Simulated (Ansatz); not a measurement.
**GeNH2+ (triplet): the correlation ladder, cc-pVTZ**

Aim: climb from Hartree-Fock through coupled cluster for GeNH2+ (triplet) at one geometry and basis, and see what each rung misses.

Computed with Ansatz 0.2.0, Gaussian basis. Level: cc-pVTZ, core rule «outside noble gas», up to 15 orbitals frozen.

The runs, in order: UHF; CCSD(T) on ROHF; CCSD(T) on UHF; BCCD(T) on ROHF; CCSDT(Q) on ROHF; CCSDT(Q) on UHF.

11 further runs of the same task are left out: 6 for a known fault of the program, 5 set aside as unsound or not needed.

## (1) The system

The geometry is a PBE0/def2-TZVP stationary point (not a proven minimum) of the parent state, kept for this charge and spin. No spin-orbit coupling is included. The filled d shell of Ge may be among the frozen orbitals whatever the setting's name suggests; the logs give the count.

4 atoms, charge 1, spin multiplicity 3.

Atoms are counted from 1 here; the program's logs count them from 0.

Bond lengths: Ge1–N2 1.713 Å, Ge1–H3 1.581 Å, N2–H4 1.013 Å. Angles: N2–Ge1–H3 106.3°, Ge1–N2–H4 127.4°.

## (2) UHF

Contents of in.yaml:

```yaml
crystal:
  periodic: [false, false, false]
  atoms:
    - {symbol: Ge, position_ang: [0.000000, -0.050581, 0.287692]}
    - {symbol: N, position_ang: [0.000000, 0.199167, -1.406789]}
    - {symbol: H, position_ang: [0.000000, 1.385599, 0.948607]}
    - {symbol: H, position_ang: [0.000000, -0.508046, -2.132666]}
basis:
  gaussian: {orbitals: cc-pVTZ}
total_charge: 1
magnetization: {spin_polarized: true, initial_magnetization: 2}
hamiltonian: {xc: hf}
output: {orbitals: {seedname: orbitals}}
```

On the command line:

```
$ ansatz run in.yaml --threads 1 --pin off --events-out ev --progress --plain --max-ram 4096MiB --backend cpu
```

After this run come: CCSD(T) on ROHF; CCSD(T) on UHF; BCCD(T) on ROHF; CCSDT(Q) on ROHF; CCSDT(Q) on UHF.

**Question.** What will the summary of the whole plan be? Wanted: UCCSDT(Q) below the RHF energy; RMP2 from UCCSDT(Q); UMP2 from UCCSDT(Q); RCCSD from UCCSDT(Q); RCCSD(T) from UCCSDT(Q); UCCSD(T) from UCCSDT(Q); RCCSDT(Q) from UCCSDT(Q); T1 diagnostic.

As calculated:

| quantity | value |
| --- | --- |
| UCCSDT(Q) below the RHF energy | -7.7839 eV |
| RMP2 from UCCSDT(Q) | +1057.8 meV |
| UMP2 from UCCSDT(Q) | +1086.7 meV |
| RCCSD from UCCSDT(Q) | +335.8 meV |
| RCCSD(T) from UCCSDT(Q) | +49.9 meV |
| UCCSD(T) from UCCSDT(Q) | +47.0 meV |
| RCCSDT(Q) from UCCSDT(Q) | +8.3 meV |
| levels within 1 kcal/mol (43 meV) | RCCSDT, UCCSDT, RCCSDT(Q) |
| T1 diagnostic | 0.036 |

RCCSD(T) misses by +49.9 meV, 0.6 % of the correlation energy. These misses are within one basis, not against nature; the frozen cores of restricted and unrestricted runs differ, which can shift their rows.
